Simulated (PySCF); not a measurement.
O2Ti, in a box:

```
O Ti
1.0
    11.00000    0.00000    0.00000
     0.00000   11.00000    0.00000
     0.00000    0.00000   11.00000
O Ti
2 1
Cartesian
  6.5015 6.2314 6.1444
  4.5245 4.8658 4.9236
  5.7155 4.8106 6.0314
```

Base run:

* Program: PySCF 2.14.0
* Functional: WC
* Potentials or basis: 6-31g* (all-electron)
* k mesh: 1 × 1 × 1
* Occupations: fixed
* Spin: no spin polarisation

Its results: gap between the frontier levels 2.14 eV.

Task: The run is repeated on the same cell with these changes: functional from WC to PBE. What comes out?

Result: Gap between the frontier levels 1.97 eV.

Caveats: this is a molecule in a periodic box at the Γ point, so its band gap is the HOMO-LUMO gap; the basis of atomic orbitals isn't converged, which shifts pressures, moduli and gaps.

